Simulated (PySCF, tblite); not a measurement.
# C₂H₅AlO₃, a small gas-phase stand-in for a defect centre: NMR shifts, core binding energies and electronic excitations

What NMR shifts, core binding energies and electronic excitations should one expect for `C[C][O][Al]([OH])[OH]`? It is drawn as: twofold C.

Computed with tblite 0.8.0 and PySCF 2.14.0; each step states its level. No surroundings beyond the atoms listed, unless a continuum is named. Atoms count from 0, parts from 1.

## Step 1: Starting point

11 atoms, charge 0, multiplicity 1; geometry: distance geometry start.

## Step 2: Relaxing the cluster with GFN2-xTB

The job: settings as JSON, then the geometry in Å.

```
{"job": {"kind": "relax", "xc": "GFN2-xTB", "basis": "xTB"}, "charge": 0, "multiplicity": 1}
C      0.168516    -0.080371     0.517937
C      1.517658    -0.304089    -0.026604
O     -1.148541     0.145328     0.822898
Al    -2.536972    -1.087021     0.584100
O     -3.670956    -0.804048    -0.871255
O     -2.094994    -2.867385     0.957860
H      1.594906    -1.286650    -0.333450
H      1.648860     0.332352    -0.856513
H      2.213632    -0.110682     0.693001
H     -3.398763    -0.323102    -1.713267
H     -1.831733    -3.210482     1.808969
```

Method: GFN2-xTB geometry optimisation, gas phase.

Run with:

```bash
$ OMP_NUM_THREADS=1 python cluster_run.py task.json out
```

One launch serves the whole session: the jobs run in the order shown.

**Question.** The jobs that follow are: PBE0-D3(BJ)/def2-SVP geometry optimisation, gas phase; GIAO PBE0/pcSseg-2 NMR shielding, non-relativistic, gas phase; delta-SCF UKS SCAN, pcX-2 on the ionised atom, pcseg-1 elsewhere, spin-free X2C; TDDFT CAM-B3LYP/def2-SVPD, vertical, gas phase, core orbitals frozen in the response. Predict: rotational constants (main isotopes); 13C shifts against TMS (PBE0/pcSseg-2); 1H shifts against TMS (PBE0/pcSseg-2); 17O shifts against H2O (PBE0/pcSseg-2); 27Al shifts against AlH4- (PBE0/pcSseg-2); potential on the surface of density 0.002 e/bohr³, 1st and 99th percentile; O1s binding energies, SCAN/pcX-2 (standing for 2 of 3 atoms); C1s binding energies, SCAN/pcX-2 (standing for 1 of 2 atoms); Al2p binding energies, SCAN/pcX-2; lowest singlet (CAM-B3LYP/def2-SVPD); brightest single state of those computed; lowest triplet; vertical ionisation energy (ΔSCF); vertical electron affinity (ΔSCF).

The runs gave:

| quantity | value |
| --- | --- |
| rotational constants (main isotopes) | 4.33, 1.98, 1.67 GHz |
| 13C shifts against TMS (PBE0/pcSseg-2) | 515.6, 77.2 ppm |
| 1H shifts against TMS (PBE0/pcSseg-2) | 4.57, 4.52, 1.55, 1.50, -0.09 ppm |
| 17O shifts against H2O (PBE0/pcSseg-2) | 523.8, 22.3, 22.0 ppm |
| 27Al shifts against AlH4- (PBE0/pcSseg-2) | 11.1 ppm |
| potential on the surface of density 0.002 e/bohr³, 1st and 99th percentile | -2.25 V and 2.84 V |
| O1s binding energies, SCAN/pcX-2 (standing for 2 of 3 atoms) | O2 539.00, O4 538.33 eV |
| C1s binding energies, SCAN/pcX-2 (standing for 1 of 2 atoms) | C1 291.11 eV |
| Al2p binding energies, SCAN/pcX-2 | Al3 81.28 eV |
| lowest singlet (CAM-B3LYP/def2-SVPD) | 2.73 eV (454 nm), f = 0.005 |
| brightest single state of those computed | state 2, 4.27 eV, f = 0.101 |
| lowest triplet | 1.36 eV |
| vertical ionisation energy (ΔSCF) | 7.90 eV |
| vertical electron affinity (ΔSCF) | -0.19 eV (unbound: the value hangs on the basis) |

**Reading.** The start of the PBE0/def2-SVP relaxation was shaken at random by about 0.01 Å, so part of the energy gained, and of the first lengths quoted, undoes that. Relaxing lowered the energy by 0.310 eV in 16 steps; the close pair that moved most is Al3–O5, from 1.641 to 1.688 Å (PBE0/def2-SVP). Hydrogens of an XH3 group are listed apart at this fixed geometry; free rotation makes them one line at their mean. At PBE0/pcSseg-2: The largest span, 1123 ppm, is at C0, where the paramagnetic term is -576 ppm. At PBE0/pcSseg-2, counted by nearest atom on the grid, the HOMO lies on C0 65 %; O2 13 %, the LUMO on Al3 21 %; H6, H9, H10 about 15 % each. At SCAN/pcX-2: The O1s levels kept as sound span 0.67 eV, from O4 (oxygen bonded to Al, H) up to O2 (oxygen bonded to C, Al). Only 2 of the 3 O atoms are covered by sound results. The lowest singlet, at 2.73 eV, is HOMO→LUMO+1 0.97 and is weak; of the 6 states computed, the strongest absorption comes from state 2 at 4.27 eV. The lowest triplet lies 1.37 eV below the lowest singlet (triplets in Tamm-Dancoff, singlets in full TDDFT). ΔSCF puts the ionisation energy at 7.90 eV, 0.93 eV above −ε(HOMO). A capped cluster stands for the solid here, so long-range fields and strain are missing, and bands or shifts of the capping hydrogens have no counterpart in it.
